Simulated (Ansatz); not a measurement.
Task: a single point in a Gaussian basis of CH4GeOS, SMILES O=[C](S)[GeH3], with Ansatz's Python interface. Give the script and its output. Settings: wB97M-V, def2-SVPD basis, multiplicity 1.

```yaml
atoms:
  - { symbol: O, position_ang: [0.6850, -0.7630, 1.7343] }
  - { symbol: C, position_ang: [0.6165, -0.3322, 0.5659] }
  - { symbol: S, position_ang: [2.1188, 0.0873, -0.2733] }
  - { symbol: Ge, position_ang: [-0.9752, -0.1519, -0.3697] }
  - { symbol: H, position_ang: [2.0757, 1.4206, 0.1396] }
  - { symbol: H, position_ang: [-1.9586, 0.8605, 0.3817] }
  - { symbol: H, position_ang: [-0.7624, 0.3502, -1.8025] }
  - { symbol: H, position_ang: [-1.7077, -1.5286, -0.4319] }
```

Script `run_energy.py`:
```python
"""Single point of CH4GeOS."""

import ansatz as az

mol = (
    az.Crystal.molecule()
    .atom("O", [0.685, -0.763, 1.7343])
    .atom("C", [0.6165, -0.3322, 0.5659])
    .atom("S", [2.1188, 0.0873, -0.2733])
    .atom("Ge", [-0.9752, -0.1519, -0.3697])
    .atom("H", [2.0757, 1.4206, 0.1396])
    .atom("H", [-1.9586, 0.8605, 0.3817])
    .atom("H", [-0.7624, 0.3502, -1.8025])
    .atom("H", [-1.7077, -1.5286, -0.4319])
)

base = (
    mol.calculation()
    .basis(gaussian="def2-SVPD")
    .functional(az.LibraryFunctional("wB97M-V"))
)
out = base.run(threads=1, backend="cpu")
data = out.report

print(f"E = {data['free_energy_ev']:.6f} eV = {data['free_energy_ev'] / 27.211386246:.7f} Ha")
print("converged:", data["converged"], " doubts:", data["published_state_doubts"] or "none")
```

```console
$ python run_energy.py
E = -70484.050416 eV = -2590.2410770 Ha
converged: True  doubts: none
```

Caveats:
- Total energies depend on the basis set; only differences at equal settings carry meaning.
- The geometry is a force-field or estimated start, not a minimum of this method, and the basis set is short of its limit.
- Timing: 21 s on 1 thread of Arm Neoverse V2, with other jobs on the host, peak memory 0.47 GiB.
